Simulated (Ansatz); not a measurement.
# AlHSeO: functionals against CCSD(T) at one geometry

A test off equilibrium: a frame of a short trajectory is computed at several levels, and each is set against CCSD(T).

Program: Ansatz 0.2.0, Gaussian basis. Level of theory: single points in def2-TZVPP. These are calculated values, not measurements.

Correlated methods freeze the cores. Filled d shells of the heavier atoms are correlated.

## 1. Where the work starts

SMILES `[O]1[AlH][Se]1`, 4 atoms, charge 0, spin multiplicity 1.

Atoms are counted from 1 here; the program's logs count them from 0.

Bond lengths: O1–Al2 1.755 Å, O1–Se3 2.008 Å, Al2–Se3 2.287 Å, Al2–H4 1.515 Å. Angles: Al2–O1–Se3 74.5°, O1–Al2–Se3 57.8°, O1–Al2–H4 141.0°, Se3–Al2–H4 160.8°, O1–Se3–Al2 47.7°.

Coordinates:

```
O    -1.1473   -0.6944   -0.1391
Al    0.1562    0.4799   -0.0903
Se    0.4299   -1.6750    0.6255
H     0.4749    1.9043   -0.4970
```

## 2. PBE-D4/def2-TZVPP

run/in.yaml

```yaml
crystal:
  periodic: [false, false, false]
  atoms:
    - {symbol: O, position_ang: [-1.147256, -0.694365, -0.139110]}
    - {symbol: Al, position_ang: [0.156247, 0.479921, -0.090264]}
    - {symbol: Se, position_ang: [0.429868, -1.675009, 0.625513]}
    - {symbol: H, position_ang: [0.474851, 1.904341, -0.497037]}
basis:
  gaussian: {orbitals: def2-TZVPP}
hamiltonian: {xc: pbe, dispersion: d4}
output: {forces: true}
```

The run is started by

```bash
ansatz run in.yaml --threads 2 --pin off --events-out ev --progress --plain --max-ram 3481MiB
```

## 3. r2SCAN-D4/def2-TZVPP

Changes to run/in.yaml since step 2:

```diff
@@ -9,3 +9,3 @@
   gaussian: {orbitals: def2-TZVPP}
-hamiltonian: {xc: pbe, dispersion: d4}
+hamiltonian: {xc: r2scan, dispersion: d4}
 output: {forces: true}
```

## 4. PBE0-D4/def2-TZVPP

Changes to run/in.yaml since step 3:

```diff
@@ -9,3 +9,3 @@
   gaussian: {orbitals: def2-TZVPP}
-hamiltonian: {xc: r2scan, dispersion: d4}
-output: {forces: true}
+hamiltonian: {xc: pbe0, dispersion: d4}
+output: {forces: true, orbitals: {seedname: orbitals}}
```

## 5. wB97M-V/def2-TZVPP

Changes to run/in.yaml since step 4:

```diff
@@ -9,3 +9,3 @@
   gaussian: {orbitals: def2-TZVPP}
-hamiltonian: {xc: pbe0, dispersion: d4}
-output: {forces: true, orbitals: {seedname: orbitals}}
+hamiltonian: {xc: {name: wB97M-V}}
+output: {forces: true}
```

## 6. CCSD(T)/def2-TZVPP

Changes to run/in.yaml since step 5:

```diff
@@ -9,3 +9,3 @@
   gaussian: {orbitals: def2-TZVPP}
-hamiltonian: {xc: {name: wB97M-V}}
+correlation: {method: ccsd_t}
 output: {forces: true}
```

(Steps that only read results are left out.)

Before running it: what results should come out? Wanted: energy less free atoms, CCSD(T)/def2-TZVPP; RMS force component; RMS force error; HOMO and LUMO, PBE0-D4; T1 diagnostic.

The runs gave:

```
                                  quantity                                                             value
energy less free atoms, CCSD(T)/def2-TZVPP                                                   -247.6 kcal/mol
                       RMS force component                              0.613 to 0.870 eV/Å over the methods
                           RMS force error  PBE-D4 0.141, r2SCAN-D4 0.116, PBE0-D4 0.248, wB97M-V 0.265 eV/Å
                    HOMO and LUMO, PBE0-D4                                                -6.25 and -2.21 eV
                             T1 diagnostic                                                             0.016
```

**Reading.** Against CCSD(T) the functionals' energies less atoms differ by -20.0 to -3.8 kcal/mol, PBE-D4 by -20.0 kcal/mol. The reference is not at the basis limit: in triple zeta CCSD(T) underbinds, which counts against methods that bind more; the gaps are no ranking. On forces the order runs from r2SCAN-D4 to wB97M-V. The restricted Hartree–Fock reference is unstable towards an unrestricted one at one or more of these structures.
